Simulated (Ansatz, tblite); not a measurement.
# NbSF3: one state, many levels

An exercise on one series of results from a longer session: the logs are not shown, and one member is left open.

The runs use Ansatz 0.2.0, Gaussian basis; as each input shows.

Plan: GFN1-xTB, GFN2-xTB, PBE-D4/def2-TZVP, r2SCAN-D4/def2-TZVP, PBE-QIDH/def2-TZVP, B97M-V/def2-TZVP, BLYP-D4/def2-TZVP, B3LYP-D4/def2-TZVP, HF/def2-TZVP, LDA/def2-TZVP, BHLYP-D4/def2-TZVP, PBE-D4/def2-SVP, PBE0-D4/def2-SVP, PBE0-D4/def2-TZVPD, PBE-D4/def2-TZVPD, r2SCAN-D4/def2-TZVPD, CCSD(T)/def2-TZVPP, MP2/def2-TZVP, RPA/def2-TZVP.

2 further runs of the same task are left out: 2 set aside as unsound or not needed. Runs told in other sessions of the task aren't counted.

## The relaxed structure

The geometry is that of the singlet, from an earlier relaxation (PBE-D4/def2-SVP).

5 atoms, charge 0, spin multiplicity 1.

Bond lengths: Nb1–S2 2.153 Å, Nb1–F3 1.864 Å, Nb1–F4 1.864 Å, Nb1–F5 1.864 Å. Angles: S2–Nb1–F3 107.7°, S2–Nb1–F4 107.7°, S2–Nb1–F5 107.7°, F3–Nb1–F4 111.2°, F3–Nb1–F5 111.2°, F4–Nb1–F5 111.2°.

Formally the metal is d0. Nb takes a core potential in the def2 sets. No spin-orbit coupling is included.

PBE0-D4/def2-TZVP was run before; its log isn't repeated, and its numbers join the tables.

The first run:

Tight binding, by tblite at 300 K electronic temperature and without a spin-polarisation term:

```python
tblite.interface.Calculator('GFN1-xTB', numbers, positions, charge=0, uhf=0).singlepoint()
```

Tight binding, by tblite at 300 K electronic temperature and without a spin-polarisation term:

```python
tblite.interface.Calculator('GFN2-xTB', numbers, positions, charge=0, uhf=0).singlepoint()
```

start.molden holds the orbitals of an earlier run on this state, given as this run's starting guess.

in.yaml

```yaml
crystal:
  periodic: [false, false, false]
  atoms:
    - {symbol: Nb, position_ang: [-0.000417, 0.000675, -0.089862]}
    - {symbol: S, position_ang: [0.009538, -0.015851, 2.062571]}
    - {symbol: F, position_ang: [1.772541, 0.009357, -0.665734]}
    - {symbol: F, position_ang: [-0.894507, 1.540571, -0.641591]}
    - {symbol: F, position_ang: [-0.887156, -1.534752, -0.665384]}
basis:
  gaussian: {orbitals: def2-TZVP, initial_orbitals: start.molden}
hamiltonian: {xc: pbe, dispersion: d4}
scf: {omitted_lower_state_checks: [starts]}
output: {orbitals: {seedname: orbitals}}
```

On the command line:

```bash
> ansatz run in.yaml --threads 4 --pin off --events-out ev --progress --plain --max-ram 3916MiB
```

Steps of the session up to this table: PBE-D4/def2-TZVP; r2SCAN-D4/def2-TZVP; PBE-QIDH/def2-TZVP; B97M-V/def2-TZVP; BLYP-D4/def2-TZVP; B3LYP-D4/def2-TZVP; HF/def2-TZVP; LDA/def2-TZVP; BHLYP-D4/def2-TZVP; PBE-D4/def2-SVP; PBE0-D4/def2-SVP; PBE0-D4/def2-TZVPD; PBE-D4/def2-TZVPD; r2SCAN-D4/def2-TZVPD; CCSD(T)/def2-TZVPP; MP2/def2-TZVP; RPA/def2-TZVP.

One of the session's tables, all rows but one given; the rest of the session is left out.

```
               level  HOMO (eV)  LUMO (eV)  gap (eV)
        HF/def2-TZVP     -11.22       0.52     11.73
       LDA/def2-TZVP      -7.53      -3.90      3.63
     PBE-D4/def2-SVP      -7.25      -3.54      3.71
    PBE-D4/def2-TZVP      -7.32      -3.66      3.66
   PBE-D4/def2-TZVPD      -7.33      -3.68      3.65
   BLYP-D4/def2-TZVP          ?          ?         ?
 r2SCAN-D4/def2-TZVP      -7.64      -3.65      3.99
r2SCAN-D4/def2-TZVPD      -7.62      -3.63      3.99
    B97M-V/def2-TZVP      -7.64      -3.59      4.05
  B3LYP-D4/def2-TZVP      -8.33      -3.16      5.17
    PBE0-D4/def2-SVP      -8.58      -2.92      5.66
   PBE0-D4/def2-TZVP      -8.58      -2.96      5.62
  PBE0-D4/def2-TZVPD      -8.57      -2.96      5.61
  BHLYP-D4/def2-TZVP      -9.65      -2.09      7.56
```

Q: Estimate the row for BLYP-D4/def2-TZVP from the others.

Worked estimate for «HOMO (eV)». Against the share of exact exchange, B3LYP-D4/def2-TZVP (0.2, -8.33), BHLYP-D4/def2-TZVP (0.5, -9.65) give a slope of -4.40 per unit share; at 0 the line stands at -7.45.

The run gave: HOMO (eV): -7.16; LUMO (eV): -3.55; gap (eV): 3.61. In «HOMO (eV)» the line misses by -0.29.
